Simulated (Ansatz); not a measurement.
# Li3Mg5 (I4/mmm): single point from an input typed as a dict

Wanted for Li3Mg5 (I4/mmm): a single point from an input typed as a dict.

Program: the Python package of Ansatz 0.2.0. Level of theory: DFT PBEsol, plane waves, PAW. These are calculated values, not measurements.

**1. Starting point**

The structure is tetragonal, space group I4/mmm (No. 139). The conventional cell has a = 6.395 Å, b = 6.395 Å, c = 8.256 Å, α = 90.00°, β = 90.00°, γ = 90.00°. Li (site symmetry mmm) has 10 Mg at 3.06 to 3.20 Å and 2 Li at 3.20 Å as nearest neighbours. Li (site symmetry 4/mmm) has 8 Mg at 3.06 Å and 4 Li at 3.20 Å as nearest neighbours. Mg (site symmetry 2/m) has 6 Li at 3.06 Å and 6 Mg at 3.06 to 3.20 Å as nearest neighbours. Around Mg (site symmetry 4/mmm) lie 8 Mg at 3.06 Å and 4 Li at 3.20 Å.

No structure file is read: the coordinates are typed or built in the script.

**2. The code**

run_deck.py

```python
# -*- coding: utf-8 -*-
"""Li3Mg5 from an input typed as a mapping."""

import json

import ansatz as az
import numpy as np

config = {
    "crystal": {
        "lattice": [
            [-3.197745, 3.197745, 4.12783],
            [3.197745, -3.197745, 4.12783],
            [3.197745, 3.197745, -4.12783],
        ],
        "atoms": [
            {"symbol": "Li", "position": [0.5, 0.0, 0.5]},
            {"symbol": "Li", "position": [0.0, 0.5, 0.5]},
            {"symbol": "Li", "position": [0.5, 0.5, 0.0]},
            {"symbol": "Mg", "position": [0.5, 0.5, 0.5]},
            {"symbol": "Mg", "position": [0.0, 0.0, 0.5]},
            {"symbol": "Mg", "position": [0.5, 0.0, 0.0]},
            {"symbol": "Mg", "position": [0.0, 0.5, 0.0]},
            {"symbol": "Mg", "position": [0.0, 0.0, 0.0]},
        ],
    },
    "kpoints": {"mp_grid": {"grid": [5, 5, 5]}},
    "hamiltonian": {"xc": "pbesol"},
    "scf": {"occupations": {"method": "gaussian", "width": 0.1}},
    "output": {"stress": True, "eigenvalues": True},
}

res = az.Session.from_dict(config).plan(threads=1).execute()
r = res.report

energy = r["free_energy_ev"]
print("Li3Mg5: {:.6f} eV = {:.6f} Ry = {:.6f} Ha".format(energy, energy / 13.605693, energy / 27.211386))
print("Fermi level {:.4f} eV, {} k-points, {} symmetry operations".format(r["fermi_energy_ev"], r["n_kpoints"], r["n_symmetry_ops"]))

# the stress is positive in compression
print("pressure by term (GPa)")
for term, tensor in r["stress_terms_gpa"].items():
    if np.any(tensor):
        print(f"  {term:28s} {np.trace(np.array(tensor)) / 3:12.3f}")
print(f"  {'total':28s} {np.trace(np.array(r['stress_gpa'])) / 3:12.3f}")

print("band  energy (eV)  occupation, at k =", r["kpoints_frac"][0])
for band, (e, occ) in enumerate(zip(r["eigenvalues_ev"][0], r["occupations"][0]), start=1):
    print(f"{band:4d} {e:12.4f} {occ:9.4f}")

gap = None if "band_edges_ev" not in r else r["band_edges_ev"][1] - r["band_edges_ev"][0]
print("gap on the k mesh:", "withheld (metal, or smearing too wide to tell)" if gap is None else f"{gap:.3f} eV")
print("lowest empty less highest filled band, by band count:", round(r["gap_by_band_count_ev"], 3), "eV")

keep = ["free_energy_ev", "energy_sigma0_ev", "fermi_energy_ev", "n_iterations", "converged", "magnetization_mub", "n_kpoints"]
with open("li3mg5.json", "w") as handle:
    json.dump({key: r[key] for key in keep}, handle, indent=1)
```

**3. The run**

On the command line:

```
> python run_deck.py
```

Output:

```text
DeckWarning: basis.ecutwfc = 420 eV, auto-derived from the records' recommended cutoffs: set by Li (normal level)
Li3Mg5: -10169.534905 eV = -747.447036 Ry = -373.723518 Ha
Fermi level 4.1294 eV, 18 k-points, 16 symmetry operations
pressure by term (GPa)
  kinetic                           277.308
  hartree                          1021.477
  ewald                           -1140.444
  local_pseudopotential            -647.175
  nonlocal_pseudopotential          -24.488
  augmentation                      562.867
  nlcc                               -0.644
  xc                                -49.147
  augmentation_tail                   0.001
  scf_correction                      0.000
  pulay_correction                    0.003
  total                              -0.242
band  energy (eV)  occupation, at k = [0.0, 0.0, 0.0]
   1     -71.4167    2.0000
   2     -71.4156    2.0000
   3     -71.4156    2.0000
   4     -71.4147    2.0000
   5     -71.3741    2.0000
   6     -41.4979    2.0000
   7     -41.4506    2.0000
   8     -41.4505    2.0000
   9     -38.3724    2.0000
  10     -38.3663    2.0000
  11     -38.3663    2.0000
  12     -38.3648    2.0000
  13     -38.3602    2.0000
  14     -38.3596    2.0000
  15     -38.3596    2.0000
  16     -38.3560    2.0000
  17     -38.3495    2.0000
  18     -38.3495    2.0000
  19     -38.3487    2.0000
  20     -38.3469    2.0000
  21     -38.3158    2.0000
  22     -38.3087    2.0000
  23     -38.3087    2.0000
  24      -1.8767    2.0000
  25       2.7643    2.0000
  26       3.0991    2.0000
  27       3.2062    2.0000
  28       3.2062    2.0000
  29       3.5763    2.0000
  30       3.5763    2.0000
  31       4.3026    0.0143
  32       4.3026    0.0143
  33       4.3296    0.0046
  34       5.5283    0.0000
  35       5.5511    0.0000
  36       5.7802    0.0000
  37       6.5319    0.0000
  38       7.4219    0.0000
gap on the k mesh: withheld (metal, or smearing too wide to tell)
lowest empty less highest filled band, by band count: -1.976 eV
```

(Warnings from the package without file and line.)

It took 3.5 s on 1 thread of AMD EPYC 7B13 (Zen 3), shared host; peak memory 0.48 GiB.

li3mg5.json, as written:

```json
{
 "free_energy_ev": -10169.534904641334,
 "energy_sigma0_ev": -10169.531362973308,
 "fermi_energy_ev": 4.129377760889782,
 "n_iterations": 6,
 "converged": true,
 "magnetization_mub": 0.0,
 "n_kpoints": 18
}
```

Lines on the test bed's own set-up are left out of the output.

A comment line of the script is reworded here; the code is as run.

**4. What the engine kept of the run**

The report of the run holds:

```csv
item,value
SCF cycles in all,6
k-points solved,18
plane waves,3309
bands,38
valence electrons,59
free energy (eV),-10169.53490
Fermi level (eV),4.129
pressure (GPa; positive when compressed),-0.24
```

**5. Again, from the shell**

Run from a file, the same calculation prints its log.

input.yaml

```yaml
crystal:
  lattice:
    - [-3.197745, 3.197745, 4.12783]
    - [3.197745, -3.197745, 4.12783]
    - [3.197745, 3.197745, -4.12783]
  atoms:
    - { symbol: Li, position: [0.5, 0.0, 0.5] }
    - { symbol: Li, position: [0.0, 0.5, 0.5] }
    - { symbol: Li, position: [0.5, 0.5, 0.0] }
    - { symbol: Mg, position: [0.5, 0.5, 0.5] }
    - { symbol: Mg, position: [0.0, 0.0, 0.5] }
    - { symbol: Mg, position: [0.5, 0.0, 0.0] }
    - { symbol: Mg, position: [0.0, 0.5, 0.0] }
    - { symbol: Mg, position: [0.0, 0.0, 0.0] }
kpoints:
  mp_grid: { grid: [5, 5, 5] }
hamiltonian:
  xc: pbesol
scf:
  occupations: { method: gaussian, width: 0.1 }
output:
  stress: true
  eigenvalues: true
```

On the command line:

```
> ansatz run input.yaml --threads 1 --pin off --max-ram 3072MiB --backend cpu --events-out ev --progress --plain --runs-dir out
```

Output, cut to the lines that bear on the results:

```text
Warning: RAYON_NUM_THREADS=1 ignored (pool sized by the plan → 1); use --threads N
[...]
Pseudopotentials: kind: paw
Pseudopotential: Li, paw, valence charge 3, recommended cutoff 420 eV (normal), Li.paw.azcp
Pseudopotential: Mg, paw, valence charge 10, recommended cutoff 420 eV (normal), Mg.paw.azcp
Functional definition: PBEsol
[...]
Crystal: 8 atoms, lattice volume = 168.838 Å³
Basis set: ecut = 420 eV, 3309 PW (Γ)
Bands: 38, of which v1, the nominal top of the filled ones, is band 30 counted from 1 (29 counted from 0)
Symmetry: 16 space group operations
Space group: I4/mmm (ITA 139), of the structure as read, at distance tolerance 5.5e-5 Å
k-points: 18 of 125
[...]
SCF iter   1: F=—  HF=-10169.539802 eV  |F-HF|=—  |Δ(HF+E_count)|=         —  Δρ=1.96e-3  dr2=4.66e-3  ethr=1.77e-3  ⟨swp⟩=11.1  Hψ=3734  notcnv=0
[...]
SCF iter   6: F=-10169.534905 eV  HF=-10169.534905 eV  |F-HF|=2.38e-9  |Δ(HF+E_count)|=   3.24e-8  Δρ=1.49e-6  dr2=6.30e-9  ethr=1.69e-10  ⟨swp⟩=8.2  Hψ=2700  notcnv=0
[...]
SCF converged after 6 iterations
Free energy (F): -10169.534905 eV
[...]
E sigma→0 (E₀):  -10169.531363 eV
Entropy (-TS):   -0.007083 eV (-0.885 meV/atom)
Fermi energy:    4.129378 eV
[...]
--- Stress (GPa, compression-positive) ---
       -0.354955       0.000000      -0.000000
        0.000000      -0.354955      -0.000000
        0.000000       0.000000      -0.014783
  P = ⅓ Tr σ = -0.2416 GPa (-2.416 kbar)
--- Band table (eV; the first three rows and the last of 18) ---
[...]
```

Wall time 3.3 s (1 thread of AMD EPYC 7B13 (Zen 3), shared host); peak memory 0.46 GiB.

Script and command line differ by 0.000 meV in the energy.

**6. What came out**

```
       quantity                                value
    free energy  -10169.5349 eV (-1271.1919 eV/atom)
gap on the mesh                                 none
       pressure                            -0.24 GPa
```

In words: The mesh shows no gap. The pressure is near zero, so the volume is close to this level's equilibrium. Reading the output:
- The computed bands are complete only to about 3.3 eV above the Fermi level.
- The mesh is modest for a metal, so energies can be off by several to tens of meV an atom and pressures by half a GPa or more; differences at equal mesh fare better.
- Only differences from the Fermi energy are physical; the zero of the scale is a convention.
- Pressure is positive in compression.
- This cell is a computed structure, which may not be the phase found in nature.
- Gaps and levels are Kohn-Sham values on a finite set of k-points.
